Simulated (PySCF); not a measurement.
**GaCl₂: structure of the doublet**

Where does doublet GaCl₂ go from a linear start, is the end point a minimum, and what are its modes, charges and moments?

Computed with PySCF 2.14.0. Level: B3LYP, basis Ga def2-TZVP, Cl def2-TZVP, no relativity, density fitting.

### 1 The system as given

3 atoms, charge 0, spin multiplicity 2.

Bond lengths: Ga1–Cl2 2.230 Å, Ga1–Cl3 2.230 Å. Angles: Cl2–Ga1–Cl3 180.0°.

Coordinates in bohr (charge 0 multiplicity 2):
```
Ga    0.0000    0.0000    0.0000
Cl    0.0000    0.0000    4.2141
Cl    0.0000    0.0000   -4.2141
```

### 2 The SCF at the typed geometry

One driver script runs all steps and calls PySCF; scf.py shows how it sets up the SCF of each step. The optimiser is the driver's own. After this first run the driver tries any further starts and a stability analysis.

Contents of scf.py:

```python
from pyscf import gto, scf, dft
mol = gto.M(atom='''
Ga     0.000000     0.000000     0.000000
Cl     0.000000     0.000000     2.230000
Cl     0.000000     0.000000    -2.230000''',
    basis={'Ga': 'def2-TZVP', 'Cl': 'def2-TZVP'},
    charge=0, spin=1)
mf = dft.UKS(mol, xc='B3LYP')
mf.grids.atom_grid = (50, 194)
aux = {'Ga': 'def2-universal-JKFIT', 'Cl': 'def2-universal-JKFIT'}
mf = mf.density_fit(auxbasis=aux)
mf.conv_tol = 1e-08
mf.diis_space = 10
mf.max_cycle = 60
mf.init_guess = 'minao'
mf.verbose = 4
mf.kernel()
```

Command:

```bash
$ OMP_NUM_THREADS=4 python axn.py task.json out
```

After this run come: Relaxing the doublet from the linear start; Frequencies; Downhill along the imaginary mode; Hessian and properties.

What does the calculation give? Wanted: minimum; geometry; wavenumbers; dipole moment; highest occupied, lowest empty level; polar-tensor charge of Ga1; zero-point energy; atomisation energy; ⟨S²⟩.

**Answer**, as computed:

```
                                          quantity                                value
                                           minimum                         doublet, C2v
                                          geometry  Ga–Cl 2.187 Å (×2); Cl–Ga–Cl 120.0°
                                wavenumbers (cm⁻¹)         110 (a1), 350 (a1), 399 (b2)
                                     dipole moment                               1.81 D
highest occupied, lowest empty level (either spin)                      -6.91, -4.56 eV
                        polar-tensor charge of Ga1                              +0.99 e
                                 zero-point energy                           5.1 kJ/mol
                               entropy at 298.15 K                      303.6 J/(mol K)
         atomisation energy (no zero-point energy)                           649 kJ/mol
                                              ⟨S²⟩                                0.753
```

What this shows: From D∞h at the start the molecule goes to a C2v minimum, after a stop at a second-order saddle point 47.2 kJ/mol higher, from which it was pushed off along an imaginary mode. In the infrared the band at 399 cm⁻¹ (b2, stretch) leads. Most of the spin sits on Ga1 (Mulliken spin 0.68, against 1 for the whole molecule). Other starts or spin states, not run here, may lie lower.
